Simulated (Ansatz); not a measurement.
# TiPt3 (Pm-3m) in Ansatz: a series of runs

The runs below take TiPt3 through relaxation of cell and atoms, with PBEsol.

All numbers are computed with Ansatz 0.2.0; they aren't measurements. Logs are shortened: lines on timing, memory, paths and dates and some standing lists are left out, and cuts for length are marked.

### Step 1. Starting point

It takes space group Pm-3m (No. 221, cubic). The conventional cell has a = 3.897 Å, b = 3.897 Å, c = 3.897 Å, α = 90.00°, β = 90.00°, γ = 90.00°. Pt (site symmetry 4/mmm) is surrounded by 8 Pt at 2.76 Å and 4 Ti at 2.76 Å. Ti (site symmetry m-3m) has 12 Pt at 2.76 Å as nearest neighbours.

### Step 2. Relaxation of cell and atoms, PBEsol

File input.yaml:

```yaml
crystal:
  lattice:
    - [3.897, 0.0, 0.0]
    - [0.0, 3.897, 0.0]
    - [0.0, 0.0, 3.897]
  atoms:
    - { symbol: Pt, position: [0.5, 0.5, 0.0] }
    - { symbol: Pt, position: [0.5, 0.0, 0.5] }
    - { symbol: Pt, position: [0.0, 0.5, 0.5] }
    - { symbol: Ti, position: [0.0, 0.0, 0.0] }
kpoints:
  mp_grid: { grid: [7, 7, 7] }
scf:
  occupations: { method: fermi_dirac, width: 0.05 }
hamiltonian:
  xc: pbesol
  pseudopotentials: { kind: all_electron, lapw: { basis_error: 0.002 } }
output:
  forces: true
  stress: true
relax:
  f_tol: 0.02
  max_steps: 60
  cell: {}
```

Potentials or basis: all-electron LAPW, scalar-relativistic.

Launch:

```
$ ansatz run input.yaml --threads 2 --pin off --max-ram 8192MiB --backend cpu --events-out ev --progress --plain --runs-dir out
```

The program printed:

```text
Warning: RAYON_NUM_THREADS=2 ignored (pool sized by the plan → 2); use --threads N
The last accepted step is kept in <dir> (removed where the run ends without a failure and the disk answers)
LAPW: plane waves up to 8.472 Å⁻¹, error target 2.0e-3 eV per atom; small_component_spin mean_spin; Ti in spheres of 1.336 Å, 12 of its electrons in bands, Dirac shells []; Pt in spheres of 1.336 Å, 42 of its electrons in bands, Dirac shells [] (how accurate: hamiltonian.pseudopotentials.lapw.basis_error, Limitations)
Engine: ansatz 0.2.0, aarch64-unknown-linux-gnu
Pseudopotentials: kind: all_electron
Pseudopotential: Pt, LAPW, valence charge 42, lapw/all_electron/scalar/gaussian/Pt, Koelling and Harmon's equation, gaussian nucleus
Pseudopotential: Ti, LAPW, valence charge 12, lapw/all_electron/scalar/gaussian/Ti, Koelling and Harmon's equation, gaussian nucleus
Functional definition: PBEsol
  exchange = pbesol_x
  correlation = pbesol_c
Crystal: 4 atoms, lattice volume = 59.182 Å³
Basis set: ecut = 273.4682854228169 eV, 619 PW (Γ), exchange–correlation at level 2
Bands: 83, of which v1, the nominal top of the filled ones, is band 69 counted from 1 (68 counted from 0)
Symmetry: 48 space group operations
Space group: Pm-3m (ITA 221), of the structure as read, at distance tolerance 3.9e-5 Å
k-points: 20 of 343
Non-local potential: Pt, projectors of the file, none
Non-local potential: Ti, projectors of the file, none
Initial density: superposition of atomic densities (chi_scale 0.1, normalization cell, long waves kept (reshape's long-wave potential 0.00 eV rms))
Initial wavefunctions: plane waves of lowest kinetic energy (no species holds an atomic orbital)
Functional: x = pbesol(κ = 0.804, μ = 0.12345679012345678), c = pbesol(β = 0.046)
iter 1 solved again at ethr=5.10e-3 eV; its pass at ethr=1.00e-1 eV (dr2=7.04e0 eV) is discarded
SCF iter   1: F=—  HF=-1525668.169565 eV  |F-HF|=—  |Δ(HF+E_count)|=         —  Δρ=7.75e-2  dr2=7.04e0  ethr=5.10e-3  ⟨swp⟩=2.0  Hψ=10301  notcnv=0
preconditioner: auto → Kerker (q_TF=auto, 3.142 Å⁻¹)  [metal: Δε(μ)=0.014 eV  Ē_g=10.324 eV  σ=0.050 eV  W_gap=0.07  n_scr=26 (ndim 8)  ℏωp=28.1 eV  f_vac=0.000  D(μ)=6.56/eV (n_scr^D=80)]
SCF iter   2: F=—  HF=-1525669.632756 eV  |F-HF|=—  |Δ(HF+E_count)|=    1.46e0  Δρ=6.91e-2  dr2=6.32e0  ethr=5.10e-3  ⟨swp⟩=2.8  Hψ=4833  notcnv=0
SCF iter   3: F=—  HF=-1525665.874230 eV  |F-HF|=—  |Δ(HF+E_count)|=    3.76e0  Δρ=2.58e-2  dr2=6.58e-1  ethr=4.58e-3  ⟨swp⟩=2.0  Hψ=4800  notcnv=0
SCF iter   4: F=—  HF=-1525668.271576 eV  |F-HF|=—  |Δ(HF+E_count)|=    2.40e0  Δρ=1.29e-1  dr2=2.42e1  ethr=4.77e-4  ⟨swp⟩=3.0  Hψ=5188  notcnv=0  recentre
SCF iter   5: F=—  HF=-1525665.609482 eV  |F-HF|=—  |Δ(HF+E_count)|=    2.66e0  Δρ=1.58e-2  dr2=3.67e-1  ethr=4.77e-4  ⟨swp⟩=2.2  Hψ=4798  notcnv=0
SCF iter   6: F=—  HF=-1525665.604782 eV  |F-HF|=—  |Δ(HF+E_count)|=         —  Δρ=1.32e-2  dr2=2.69e-1  ethr=2.66e-4  ⟨swp⟩=2.0  Hψ=4578  notcnv=0
the basis was enlarged: its passes take 154.8 KiB over the memory plan, 2 of 2 planned eigensolver slots
SCF iter   7: F=—  HF=-1525665.591104 eV  |F-HF|=—  |Δ(HF+E_count)|=   1.37e-2  Δρ=1.09e-2  dr2=1.78e-1  ethr=1.95e-4  ⟨swp⟩=2.0  Hψ=4712  notcnv=0
iter 8 solved again at ethr=3.45e-6 eV; its pass at ethr=1.29e-4 eV (dr2=4.76e-3 eV) is discarded
SCF iter   8: F=—  HF=-1525665.554360 eV  |F-HF|=—  |Δ(HF+E_count)|=   3.67e-2  Δρ=1.87e-3  dr2=4.75e-3  ethr=3.45e-6  ⟨swp⟩=2.0  Hψ=8065  notcnv=0
SCF iter   9: F=—  HF=-1525665.553205 eV  |F-HF|=—  |Δ(HF+E_count)|=   1.16e-3  Δρ=2.41e-4  dr2=3.75e-5  ethr=3.44e-6  ⟨swp⟩=2.0  Hψ=4849  notcnv=0
SCF iter  10: F=—  HF=-1525665.553188 eV  |F-HF|=—  |Δ(HF+E_count)|=   1.67e-5  Δρ=1.46e-4  dr2=1.50e-5  ethr=2.72e-8  ⟨swp⟩=2.0  Hψ=4847  notcnv=0
SCF iter  11: F=—  HF=-1525665.553187 eV  |F-HF|=—  |Δ(HF+E_count)|=   5.30e-7  Δρ=6.79e-5  dr2=5.81e-6  ethr=1.09e-8  ⟨swp⟩=2.0  Hψ=4847  notcnv=0
SCF iter  12: F=—  HF=-1525665.553186 eV  |F-HF|=—  |Δ(HF+E_count)|=   1.59e-6  Δρ=1.70e-5  dr2=3.39e-7  ethr=4.21e-9  ⟨swp⟩=2.0  Hψ=4847  notcnv=0
SCF iter  13: F=-1525665.553186 eV  HF=-1525665.553186 eV  |F-HF|=1.00e-7  |Δ(HF+E_count)|=   4.73e-8  Δρ=6.07e-6  dr2=3.61e-8  ethr=2.46e-10  ⟨swp⟩=2.0  Hψ=4847  notcnv=0
SCF 1 converged in 13 iterations: F = -1525665.553186 eV  dr2 = 3.61e-8
relax step   1: F+E_penalty+E_count = -1525665.55318565 eV  Δ(F+E_penalty+E_count) = +0.000e0 eV  max|allowed force component| = 2.932e-29 eV/Å  Δτ_max = 0.0000 Å  P = +0.471 GPa  Ω = 59.182 Å³  (13 SCF iters, accepted)
Crystal: 4 atoms, lattice volume = 59.454 Å³
Basis set: ecut = 272.63337414134855 eV, 619 PW (Γ), exchange–correlation at level 2
Initial density: handed on by an earlier stage of this run
Initial wavefunctions: those handed on with the density
iter 1 solved again at ethr=5.10e-7 eV; its pass at ethr=1.00e-1 eV (dr2=7.04e-4 eV) is discarded
SCF iter   1: F=—  HF=-1525665.553074 eV  |F-HF|=—  |Δ(HF+E_count)|=         —  Δρ=6.65e-4  dr2=7.05e-4  ethr=5.10e-7  ⟨swp⟩=4.0  Hψ=7918  notcnv=0
preconditioner: auto → Kerker (q_TF=auto, 3.139 Å⁻¹)  [metal: Δε(μ)=0.131 eV  Ē_g=10.547 eV  σ=0.050 eV  W_gap=0.46  n_scr=26 (ndim 8)  ℏωp=28.1 eV  f_vac=0.000  D(μ)=1.48/eV (n_scr^D=6)]
SCF iter   2: F=—  HF=-1525665.553414 eV  |F-HF|=—  |Δ(HF+E_count)|=   3.40e-4  Δρ=1.13e-3  dr2=1.77e-3  ethr=5.10e-7  ⟨swp⟩=2.0  Hψ=4847  notcnv=0  recentre
preconditioner: auto → Resta (q_TF=auto, 3.139 Å⁻¹)  ε∞=8.1  [insulator: Δε(μ)=0.166 eV  Ē_g=10.533 eV  σ=0.050 eV  W_gap=0.57  n_scr=26 (ndim 8)  ℏωp=28.1 eV  f_vac=0.000  D(μ)=1.55/eV (n_scr^D=6)  ε∞_Penn≈8.1]
iter 3 solved again at ethr=3.24e-8 eV; its pass at ethr=5.10e-7 eV (dr2=4.47e-5 eV) is discarded
SCF iter   3: F=—  HF=-1525665.552959 eV  |F-HF|=—  |Δ(HF+E_count)|=   4.55e-4  Δρ=1.56e-4  dr2=4.47e-5  ethr=3.24e-8  ⟨swp⟩=2.0  Hψ=8244  notcnv=0
SCF iter   4: F=—  HF=-1525665.552952 eV  |F-HF|=—  |Δ(HF+E_count)|=   6.60e-6  Δρ=5.03e-5  dr2=4.95e-6  ethr=3.24e-8  ⟨swp⟩=2.0  Hψ=4847  notcnv=0
SCF iter   5: F=—  HF=-1525665.552951 eV  |F-HF|=—  |Δ(HF+E_count)|=   8.78e-7  Δρ=3.69e-5  dr2=1.52e-6  ethr=3.59e-9  ⟨swp⟩=2.0  Hψ=4848  notcnv=0
SCF iter   6: F=—  HF=-1525665.552951 eV  |F-HF|=—  |Δ(HF+E_count)|=   3.28e-7  Δρ=7.97e-6  dr2=7.42e-8  ethr=1.10e-9  ⟨swp⟩=2.0  Hψ=4847  notcnv=0
SCF iter   7: F=-1525665.552951 eV  HF=-1525665.552951 eV  |F-HF|=1.51e-8  |Δ(HF+E_count)|=   7.78e-8  Δρ=2.67e-6  dr2=8.92e-9  ethr=5.38e-11  ⟨swp⟩=2.0  Hψ=4847  notcnv=0
SCF 2 converged in 7 iterations: F = -1525665.552951 eV  dr2 = 8.92e-9
relax step   2: F+E_penalty+E_count = -1525665.55295075 eV  Δ(F+E_penalty+E_count) = +2.349e-4 eV  max|allowed force component| = 5.654e-30 eV/Å  Δτ_max = 0.0000 Å  P = -0.743 GPa  Ω = 59.454 Å³  (7 SCF iters, rejected (line search))
Crystal: 4 atoms, lattice volume = 59.288 Å³
Basis set: ecut = 273.1443573214365 eV, 619 PW (Γ), exchange–correlation at level 2
iter 1 solved again at ethr=1.96e-7 eV; its pass at ethr=1.00e-1 eV (dr2=2.71e-4 eV) is discarded
SCF iter   1: F=—  HF=-1525665.553386 eV  |F-HF|=—  |Δ(HF+E_count)|=         —  Δρ=4.11e-4  dr2=2.67e-4  ethr=1.96e-7  ⟨swp⟩=4.0  Hψ=7925  notcnv=0
preconditioner: auto → Resta (q_TF=auto, 3.141 Å⁻¹)  ε∞=8.1  [insulator: Δε(μ)=0.154 eV  Ē_g=10.569 eV  σ=0.050 eV  W_gap=0.53  n_scr=26 (ndim 8)  ℏωp=28.1 eV  f_vac=0.000  D(μ)=1.53/eV (n_scr^D=6)  ε∞_Penn≈8.1]
SCF iter   2: F=—  HF=-1525665.553567 eV  |F-HF|=—  |Δ(HF+E_count)|=   1.81e-4  Δρ=8.15e-4  dr2=9.44e-4  ethr=1.94e-7  ⟨swp⟩=2.0  Hψ=4847  notcnv=0  recentre
preconditioner: auto → Kerker (q_TF=auto, 3.141 Å⁻¹)  [metal: Δε(μ)=0.130 eV  Ē_g=10.579 eV  σ=0.050 eV  W_gap=0.45  n_scr=26 (ndim 8)  ℏωp=28.1 eV  f_vac=0.000  D(μ)=1.47/eV (n_scr^D=6)]
iter 3 solved again at ethr=1.27e-8 eV; its pass at ethr=1.94e-7 eV (dr2=1.75e-5 eV) is discarded
SCF iter   3: F=—  HF=-1525665.553343 eV  |F-HF|=—  |Δ(HF+E_count)|=   2.24e-4  Δρ=9.85e-5  dr2=1.75e-5  ethr=1.27e-8  ⟨swp⟩=2.0  Hψ=8254  notcnv=0
SCF iter   4: F=—  HF=-1525665.553341 eV  |F-HF|=—  |Δ(HF+E_count)|=   2.17e-6  Δρ=5.19e-5  dr2=5.12e-6  ethr=1.27e-8  ⟨swp⟩=2.0  Hψ=4847  notcnv=0
SCF iter   5: F=—  HF=-1525665.553340 eV  |F-HF|=—  |Δ(HF+E_count)|=   8.46e-7  Δρ=1.36e-5  dr2=8.63e-8  ethr=3.71e-9  ⟨swp⟩=2.0  Hψ=4847  notcnv=0
SCF iter   6: F=—  HF=-1525665.553340 eV  |F-HF|=—  |Δ(HF+E_count)|=   5.59e-8  Δρ=8.09e-6  dr2=5.55e-8  ethr=6.25e-11  ⟨swp⟩=2.8  Hψ=4868  notcnv=0
SCF iter   7: F=-1525665.553340 eV  HF=-1525665.553340 eV  |F-HF|=1.44e-8  |Δ(HF+E_count)|=   1.63e-9  Δρ=2.48e-6  dr2=9.63e-9  ethr=4.02e-11  ⟨swp⟩=2.0  Hψ=4847  notcnv=0
SCF 3 converged in 7 iterations: F = -1525665.553340 eV  dr2 = 9.63e-9
relax step   3: F+E_penalty+E_count = -1525665.55333977 eV  Δ(F+E_penalty+E_count) = -1.541e-4 eV  max|allowed force component| = 2.860e-30 eV/Å  Δτ_max = 0.0000 Å  P = -0.003 GPa  Ω = 59.288 Å³  (7 SCF iters, accepted)
iter 1 solved again at ethr=3.30e-11 eV; its pass at ethr=1.00e-1 eV (dr2=4.56e-8 eV) is discarded
SCF iter   1: F=—  HF=-1525665.553340 eV  |F-HF|=—  |Δ(HF+E_count)|=         —  Δρ=2.25e-6  dr2=7.82e-9  ethr=3.30e-11  ⟨swp⟩=7.5  Hψ=13165  notcnv=0  reapply=18
preconditioner: auto → Resta (q_TF=auto, 3.141 Å⁻¹)  ε∞=8.1  [insulator: Δε(μ)=0.147 eV  Ē_g=10.572 eV  σ=0.050 eV  W_gap=0.51  n_scr=26 (ndim 8)  ℏωp=28.1 eV  f_vac=0.000  D(μ)=1.51/eV (n_scr^D=6)  ε∞_Penn≈8.1]
SCF iter   2: F=-1525665.553340 eV  HF=-1525665.553340 eV  |F-HF|=8.48e-8  |Δ(HF+E_count)|=   3.59e-8  Δρ=5.17e-6  dr2=3.49e-8  ethr=1.50e-11 (applied; sched 5.66e-12)  ⟨swp⟩=2.0  Hψ=4847  notcnv=0
SCF 4 converged in 2 iterations: F = -1525665.553340 eV  dr2 = 3.49e-8
relax step   4: F+E_penalty+E_count = -1525665.55333984 eV  Δ(F+E_penalty+E_count) = -7.357e-8 eV  max|allowed force component| = 3.911e-30 eV/Å  Δτ_max = 0.0000 Å  P = -0.001 GPa  Ω = 59.288 Å³  stress off target by 1.23e-3 GPa  SCF on the basis re-selected at this cell (its energy is not comparable with the rows above)  (2 SCF iters)
basis re-selected at this cell: Δ(F+E_penalty+E_count) = -7.357e-8 eV, ΔP = +0.002 GPa vs the last step (what re-selecting the basis moved, after the strain that the cell walked since its last selection, with what the two solves' SCF thresholds leave and, on support functions, any second-order correction that the steps lacked; it is no measure of the basis error at this ecutwfc). This SCF's stress stands 1.23e-3 GPa from its target on what of the cell is left free (relax.cell.stress_tol is 5.00e-2 GPa) and its largest allowed force component is 3.91e-30 eV/Å (relax.f_tol is 2.00e-2 eV/Å): within both
SCF converged after 2 iterations
Free energy (F): -1525665.553340 eV
Harris-Foulkes:  -1525665.553340 eV  (|F-HF|=8.48e-8)
Internal energy: -1525665.540247 eV  (E = F + TS)
E sigma→0 (E₀):  -1525665.546793 eV
Entropy (-TS):   -0.013093 eV (-3.273 meV/atom)
Fermi energy:    26.720858 eV
--- Per-component energies (eV) ---
  E_band       = -10283.555706
  E_kinetic    = 1729468.320003
  E_xc         = -29783.831390
  E_electrostatic = -3225350.028859  (all electrons and nuclei)
  E_smearing   = -0.013093  (= −TS)
  E_closure    = 0.000000  (closes the sum)
  E_atoms      = -1525633.900241  (free atoms, spherical and without spin; not in F)
  Σ components = -1525665.553340   (vs F -1525665.553340, Δ=0.00e0)
  Basis errors (estimates in eV, not in F): energy 4.0e-4 per atom: plane waves 3.3e-4 (1.7e-4 summed), levels above the bands 6.4e-102, relativity 1.2e-7, radial functions 7.4e-5, core shells 3.2e-7; eigenvalues (radial functions only) 1.0e-6; not estimated: angular momenta, meshes, grids; target (lapw.basis_error) 2.0e-3; muffin-tin radii Ti 1.337 Å, Pt 1.337 Å
--- Forces (eV/Å), atoms counted from 1 ---
  atom   1  Pt     0.00000000    -0.00000000    -0.00000000
  atom   2  Pt     0.00000000     0.00000000    -0.00000000
  atom   3  Pt     0.00000000    -0.00000000     0.00000000
  atom   4  Ti    -0.00000000    -0.00000000    -0.00000000
  max |Σ_I F_I| component: 3.94e-30 eV/Å
--- Stress (GPa, compression-positive) ---
       -0.001229       0.000000      -0.000000
        0.000000      -0.001229      -0.000000
       -0.000000      -0.000000      -0.001229
  P = ⅓ Tr σ = -0.0012 GPa (-0.012 kbar)
--- Relaxed structure (3 steps of the walk, 2 accepted, 1 SCFs on fresh bases) ---
  F+E_penalty+E_count = -1525665.55333984 eV   max|allowed force component| = 3.911e-30 eV/Å   (the final SCF, on the basis selected at the relaxed cell)
  cell:  # Å, volume = 59.2875 Å³
    - [3.899310085742706, -5.216060266048763e-35, -3.209883240645393e-35]
    - [-6.82100188637146e-35, 3.899310085742706, 0.0]
    - [-1.6049416203226965e-35, 0.0, 3.899310085742706]
  atoms:
    - { symbol: Pt, position: [0.5000000000000001, 0.5000000000000001, -1.1713391341979047e-48] }
    - { symbol: Pt, position: [0.5000000000000001, -2.225076621151753e-48, 0.5000000000000001] }
    - { symbol: Pt, position: [5.1487471184038534e-48, 0.5000000000000001, 0.5000000000000001] }
    - { symbol: Ti, position: [2.8092492308282354e-48, 1.5216766666986275e-48, 1.1705205128450981e-48] }
```

Wall time 48 s (2 threads of Arm Neoverse V2, shared host); peak memory 0.52 GiB.

What came out:

| Quantity | Value |
| --- | --- |
| Free energy | -1525665.5533 eV |
| Relaxed volume | 14.82 Å³/atom |
| Relaxed cell | a = 3.899 Å, b = 3.899 Å, c = 3.899 Å, α = 90.00°, β = 90.00°, γ = 90.00° |
| Space group after relaxing (to 0.05 Å) | Pm-3m (No. 221) |
| Energy gained by relaxing | 0.0 meV/atom |
| Ionic steps | 3 |
| Pressure after relaxing | 0.0 GPa |

Step by step:
```csv
step,energy change (eV),largest force (eV/Å),volume (Å³)
1,0.0000,0.0000,59.18
2,-0.0002,0.0000,59.29
3,-0.0002,0.0000,59.29
```

Final structure:
```xyz
4
Lattice="3.8993 0.0000 0.0000 0.0000 3.8993 0.0000 0.0000 0.0000 3.8993" Properties=species:S:1:pos:R:3 pbc="T T T"
Pt    1.9497    1.9497    0.0000
Pt    1.9497    0.0000    1.9497
Pt    0.0000    1.9497    1.9497
Ti    0.0000    0.0000    0.0000
```

### Step 3. Relaxation of cell and atoms, PBEsol, target pressure 5 GPa, at which the enthalpy is minimised

Changes to input.yaml since step 2:

```diff
@@ -23,2 +23,2 @@
   max_steps: 60
-  cell: {}
+  cell: { p_target: 5 }
```

Potentials or basis: all-electron LAPW, scalar-relativistic.

Launch:

```
$ ansatz run input.yaml --threads 2 --pin off --max-ram 8192MiB --backend cpu --events-out ev --progress --plain --runs-dir out
```

The program printed:

```text
Warning: RAYON_NUM_THREADS=2 ignored (pool sized by the plan → 2); use --threads N
[... 1 set-up line as earlier in the session ...]
LAPW: plane waves up to 8.472 Å⁻¹, error target 2.0e-3 eV per atom; small_component_spin mean_spin; Ti in spheres of 1.336 Å, 12 of its electrons in bands, Dirac shells []; Pt in spheres of 1.336 Å, 42 of its electrons in bands, Dirac shells [] (how accurate: hamiltonian.pseudopotentials.lapw.basis_error, Limitations)
[... 7 set-up lines as earlier in the session ...]
Crystal: 4 atoms, lattice volume = 59.182 Å³
Basis set: ecut = 273.4682854228169 eV, 619 PW (Γ), exchange–correlation at level 2
Bands: 83, of which v1, the nominal top of the filled ones, is band 69 counted from 1 (68 counted from 0)
[... 1 set-up line as earlier in the session ...]
[... 100 lines left out ...]
  Basis errors (estimates in eV, not in F): energy 4.1e-4 per atom: plane waves 3.3e-4 (1.8e-4 summed), levels above the bands 1.3e-102, relativity 1.2e-7, radial functions 7.4e-5, core shells 3.9e-7; eigenvalues (radial functions only) 1.0e-6; not estimated: angular momenta, meshes, grids; target (lapw.basis_error) 2.0e-3; muffin-tin radii Ti 1.329 Å, Pt 1.329 Å
--- Forces (eV/Å), atoms counted from 1 ---
  atom   1  Pt    -0.00000000     0.00000000    -0.00000000
  atom   2  Pt     0.00000000    -0.00000000     0.00000000
  atom   3  Pt    -0.00000000     0.00000000    -0.00000000
  atom   4  Ti    -0.00000000    -0.00000000     0.00000000
  max |Σ_I F_I| component: 1.36e-30 eV/Å
--- Stress (GPa, compression-positive) ---
        4.999161      -0.000000      -0.000000
       -0.000000       4.999161       0.000000
       -0.000000       0.000000       4.999161
  P = ⅓ Tr σ = 4.9992 GPa (49.992 kbar)
--- Relaxed structure (4 steps of the walk, 3 accepted, 1 SCFs on fresh bases) ---
  F+E_penalty+E_count = -1525665.53713349 eV   max|allowed force component| = 5.426e-31 eV/Å   (the final SCF, on the basis selected at the relaxed cell)
  cell:  # Å, volume = 58.2295 Å³
    - [3.875976222382112, -1.966053484895303e-34, -1.8858064038791684e-34]
    - [-1.966053484895303e-34, 3.875976222382112, 3.209883240645393e-35]
    - [-1.8858064038791684e-34, 3.209883240645393e-35, 3.875976222382112]
  atoms:
    - { symbol: Pt, position: [0.5, 0.5, 2.3253052977802102e-49] }
    - { symbol: Pt, position: [0.5, -8.773350160877632e-49, 0.5] }
    - { symbol: Pt, position: [2.9427139458115074e-47, 0.5, 0.5] }
    - { symbol: Ti, position: [-1.9313588461944122e-48, 1.2290465384873532e-48, 7.02312307707059e-49] }
```

Wall time 67 s (2 threads of Arm Neoverse V2, shared host); peak memory 0.53 GiB.

Results:

```
Free energy                                            : -1525665.5371 eV
Relaxed volume                                         : 14.56 Å³/atom
Relaxed cell                                           : a = 3.876 Å, b = 3.876 Å, c = 3.876 Å, α = 90.00°, β = 90.00°, γ = 90.00°
Space group after relaxing (to 0.05 Å)                 : Pm-3m (No. 221)
Energy change on relaxing (the enthalpy is what falls) : +4.0 meV/atom
Ionic steps                                            : 4
Pressure after relaxing                                : 5.0 GPa
```

The path:
```csv
step,energy change (eV),largest force (eV/Å),volume (Å³)
1,0.0000,0.0000,59.18
2,0.0145,0.0000,58.28
3,0.0161,0.0000,58.23
4,0.0161,0.0000,58.23
```

Final structure:
```cif
data_structure
_symmetry_space_group_name_H-M 'P 1'
_symmetry_Int_Tables_number 1
_cell_length_a 3.8760
_cell_length_b 3.8760
_cell_length_c 3.8760
_cell_angle_alpha 90.000
_cell_angle_beta 90.000
_cell_angle_gamma 90.000
_cell_volume 58.23
loop_
_atom_site_label
_atom_site_type_symbol
_atom_site_fract_x
_atom_site_fract_y
_atom_site_fract_z
_atom_site_occupancy
Pt1 Pt 0.50000 0.50000 0.00000 1
Pt2 Pt 0.50000 0.00000 0.50000 1
Pt3 Pt 0.00000 0.50000 0.50000 1
Ti1 Ti 0.00000 0.00000 0.00000 1
```

Spin-orbit coupling is left out, which matters for the levels of Pt.
